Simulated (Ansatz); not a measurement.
# Ge(vinyl)H3 (C₂H₆Ge): the relaxed shape and its frontier levels

Aim: characterise Ge(vinyl)H3 (C₂H₆Ge) as a singlet: its structure, frontier levels and distribution of charge.

Method: RKS PBE0-D4/def2-TZVP; program: Ansatz 0.2.0, Gaussian basis.

Levels to be run: relaxation at PBE0-D4/def2-TZVP; a search for the lowest solution at PBE0-D4/def2-SVP; a single point at PBE0-D4/def2-TZVP.

## (1) The starting structure

9 atoms, charge 0, spin multiplicity 1.

Atoms are counted from 1 here; the program's logs count them from 0.

Bond lengths: Ge1–C2 1.948 Å, Ge1–H7 1.494 Å, Ge1–H8 1.494 Å, Ge1–H9 1.494 Å, C2–C3 1.323 Å, C2–H4 1.083 Å, C3–H5 1.080 Å, C3–H6 1.079 Å. Angles: C2–Ge1–H7 111.5°, C2–Ge1–H8 110.3°, C2–Ge1–H9 111.7°, H7–Ge1–H8 108.2°, H7–Ge1–H9 106.9°, H8–Ge1–H9 108.1°, Ge1–C2–C3 123.8°, Ge1–C2–H4 117.2°, C3–C2–H4 119.0°, C2–C3–H5 121.4°, C2–C3–H6 122.7°, H5–C3–H6 115.9°.

The start is a GFN2-xTB geometry.

## (2) Optimising with PBE0-D4/def2-TZVP

in.yaml reads:

```yaml
crystal:
  periodic: [false, false, false]
  atoms:
    - {symbol: Ge, position_ang: [-0.178360, 0.315490, -1.273530]}
    - {symbol: C, position_ang: [-0.194740, 0.311680, 0.674620]}
    - {symbol: C, position_ang: [0.366850, -0.630810, 1.414160]}
    - {symbol: H, position_ang: [-0.699090, 1.134710, 1.166440]}
    - {symbol: H, position_ang: [0.880460, -1.467310, 0.964860]}
    - {symbol: H, position_ang: [0.344440, -0.615830, 2.493260]}
    - {symbol: H, position_ang: [1.216220, 0.310360, -1.809410]}
    - {symbol: H, position_ang: [-0.873170, 1.530480, -1.795870]}
    - {symbol: H, position_ang: [-0.862600, -0.888780, -1.834540]}
basis:
  gaussian: {orbitals: def2-TZVP}
hamiltonian: {xc: pbe0, dispersion: d4}
scf: {lower_state_search: "off"}
output: {orbitals: {seedname: orbitals}}
relax: {f_tol: 0.02, max_steps: 100}
```

Started as:

```bash
> ansatz run in.yaml --threads 4 --pin off --events-out ev --progress --plain --max-ram 3916MiB
```

Further steps of the session: Searching for the lowest solution, PBE0-D4/def2-SVP; Single point, PBE0-D4/def2-TZVP.

Before running them: what should the planned runs give, taken together? Wanted: point group; commonest bond, hydrogen aside; HOMO, LUMO at PBE0-D4/def2-TZVP; dipole at PBE0-D4/def2-TZVP.

The runs gave:

| quantity | value |
| --- | --- |
| point group | Cs |
| commonest bond, hydrogen aside | C–Ge, 1 of mean length 1.938 Å |
| HOMO, LUMO at PBE0-D4/def2-TZVP | -7.94, -0.29 eV |
| dipole at PBE0-D4/def2-TZVP | 0.61 D |

In words: The molecule keeps its bonding pattern by the stored test; the atoms moved 0.57 Å (rms). No usable vibrations, so a minimum isn't proven. The point group is read from a loosely relaxed geometry; soft torsions can leave it below the true symmetry.
